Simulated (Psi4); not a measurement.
**HfH4 (SMILES [H][Hf]([H])([H])[H]): SCAN/def2-TZVPP (core potential, sweep point 4)**

Aim: the vertical ionisation energy of HfH4 at SCAN/def2-TZVPP (core potential, sweep point 4), from 2 runs. 

The calculation is run with Psi4 1.11.

## 1. The molecule

HfH4: 5 atoms, total charge 0, spin state singlet. SMILES: `[H][Hf]([H])([H])[H]`. The shape comes from GFN2-xTB, which is rough for such elements, and wasn't checked as a minimum.

Bond lengths: Hf1–H2 1.864 Å, Hf1–H3 1.863 Å, Hf1–H4 1.864 Å, Hf1–H5 1.864 Å. Angles: H2–Hf1–H3 109.5°, H2–Hf1–H4 109.5°, H2–Hf1–H5 109.4°, H3–Hf1–H4 109.5°, H3–Hf1–H5 109.5°, H4–Hf1–H5 109.5°.

## 2. A single-point energy at SCAN/def2-TZVPP (core potential, sweep point 4)

Contents of input.dat:

```
memory 1600 MB

molecule molecule1 {
  0 1
  Hf     0.00013228     0.00034015    -0.00026456
  H      0.01970984    -0.03356154     3.52169361
  H      3.31310564     0.01942638    -1.19266285
  H     -1.67429735     2.88253154    -1.13738836
  H     -1.65865041    -2.86875544    -1.19137784
  units bohr
  symmetry c1
}

set {
  reference rks
  puream true
  scf_type pk
  dft_radial_points 99
  dft_spherical_points 590
}

E, wfn = energy('scan/def2-TZVPP', return_wfn=True)
```

The run is started by

```bash
$ psi4 -n 1 input.dat output.dat
```

output.dat:

```text
[...]
    !!!  WARNING: ECP capability is in beta. Please check occupations closely.  !!!
[...]
  Running in c1 symmetry.
[...]
  Nuclear repulsion =   14.673090968919292
[...]
  Multiplicity = 1
[...]
  Nalpha       = 8
  Nbeta        = 8
[...]
    Number of basis functions: 112
[...]
   @RKS iter   1:   -50.30803352416466   -5.14970e-01   1.91876e-03 ADIIS/DIIS
[...]
   @RKS iter   7:   -50.34472441588473   -5.89788e-08   4.58788e-07 DIIS
[...]
    Orbital Energies [Eh]
    ---------------------
    Doubly Occupied:
       1A     -2.457063     2A     -1.305729     3A     -1.305716
       4A     -1.305707     5A     -0.323963     6A     -0.274603
       7A     -0.274584     8A     -0.274574
[...]
  @RKS Final Energy:   -50.34472441588473
   => Energetics <=
    Nuclear Repulsion Energy =             14.6730909689192917
    One-Electron Energy =                -110.2389483731702029
    Two-Electron Energy =                  52.5495479871614037
    DFT Exchange-Correlation Energy =      -7.3284149987952327
    Empirical Dispersion Energy =           0.0000000000000000
    VV10 Nonlocal Energy =                  0.0000000000000000
    Total Energy =                        -50.3447244158847340
[...]
 Multipole Moments:
 ------------------------------------------------------------------------------------
     Multipole            Electronic (a.u.)      Nuclear  (a.u.)        Total (a.u.)
 ------------------------------------------------------------------------------------
 L = 1.  Multiply by 2.5417464519 to convert [e a0] to [Debye]
 Dipole X            :          0.0009398           -0.0006034            0.0003363
 Dipole Y            :          0.0021346           -0.0015689            0.0005656
 Dipole Z            :         -0.0017756            0.0012069           -0.0005688
 Magnitude           :                                                    0.0008698
[...]
```

Run time: 17 s. Hardware: 1 thread of Intel Xeon 6975P-C (Granite Rapids), shared host; peak memory 0.65 GiB.

## 3. The doublet cation

Contents of h4hf.dat:

```
memory 1600 mb

molecule molecule1 {
  1 2
  Hf     0.00013228     0.00034015    -0.00026456
  H      0.01970984    -0.03356154     3.52169361
  H      3.31310564     0.01942638    -1.19266285
  H     -1.67429735     2.88253154    -1.13738836
  H     -1.65865041    -2.86875544    -1.19137784
  units bohr
  symmetry c1
}

set basis def2-TZVPP
set reference uks
set puream true
set scf_type pk
set dft_radial_points 99
set dft_spherical_points 590
set maxiter 150

e_tot = energy("scan")
```

The run is started by

```bash
$ psi4 -n 1 h4hf.dat h4hf.out
```

h4hf.out:

```text
[...]
    !!!  WARNING: ECP capability is in beta. Please check occupations closely.  !!!
[...]
  Running in c1 symmetry.
[...]
  Nuclear repulsion =   14.673090968919292
[...]
  Multiplicity = 2
[...]
  Nalpha       = 8
  Nbeta        = 7
[...]
    Number of basis functions: 112
[...]
   @UKS iter   1:   -49.88881416949208   -9.57502e-02   2.33523e-03 DIIS/ADIIS
[...]
   @UKS iter  23:   -49.95992499318621   -3.44304e-07   6.66907e-07 DIIS
[...]
   @S^2 Observed:                7.648521630E-01
[...]
    Orbital Energies [Eh]
    ---------------------
    Alpha Occupied:
       1A     -2.719395     2A     -1.570442     3A     -1.570422
       4A     -1.560051     5A     -0.577067     6A     -0.538975
       7A     -0.534427     8A     -0.534412
    Alpha Virtual:
       9A     -0.353168    10A     -0.350054    11A     -0.303424
      12A     -0.297966    13A     -0.297910    14A     -0.122077
      15A     -0.077280    16A     -0.076188    17A     -0.075589
      18A     -0.075527    19A     -0.009674    20A     -0.006979
      21A      0.055282    22A      0.055344    23A      0.057014
      24A      0.121977    25A      0.122059    26A      0.125951
[...]
  @UKS Final Energy:   -49.95992499318621
   => Energetics <=
    Nuclear Repulsion Energy =             14.6730909689192917
    One-Electron Energy =                -106.1562061013612066
    Two-Electron Energy =                  48.5453907960105795
    DFT Exchange-Correlation Energy =      -7.0222006567548831
    Empirical Dispersion Energy =           0.0000000000000000
    VV10 Nonlocal Energy =                  0.0000000000000000
    Total Energy =                        -49.9599249931862133
[...]
 Multipole Moments:
 ------------------------------------------------------------------------------------
     Multipole            Electronic (a.u.)      Nuclear  (a.u.)        Total (a.u.)
 ------------------------------------------------------------------------------------
 L = 1.  Multiply by 2.5417464519 to convert [e a0] to [Debye]
 Dipole X            :         -0.0004531           -0.0006034           -0.0010566
 Dipole Y            :          0.0015085           -0.0015689           -0.0000605
 Dipole Z            :         -0.0013031            0.0012069           -0.0000962
 Magnitude           :                                                    0.0010627
[...]
```

Run time: 61 s. Hardware: 1 thread of Intel Xeon 6975P-C (Granite Rapids), shared host; peak memory 0.65 GiB.

## 4. What came out

Level: SCAN/def2-TZVPP (core potential, sweep point 4).

| quantity | value |
| --- | --- |
| singlet HfH4: total energy | -50.34472 Eh |
| singlet HfH4: dipole moment | 0.00 D |
| singlet HfH4: HOMO energy | -7.47 eV |
| singlet HfH4: LUMO energy | -2.91 eV |
| singlet HfH4: HOMO–LUMO gap | 4.57 eV |
| doublet cation: total energy | -49.95992 Eh |
| doublet cation: HOMO energy (highest over α and β) | -13.71 eV |
| doublet cation: LUMO energy (lowest over α and β) | -13.50 eV |
| doublet cation: ⟨S²⟩ | 0.765 |
| vertical ionisation energy (to the doublet cation) | 10.471 eV |

**Reading.** Removing an electron at fixed nuclei costs 10.47 eV (241 kcal/mol). −ε(HOMO) before ionisation, 7.47 eV, is 3.00 eV below this ionisation energy.
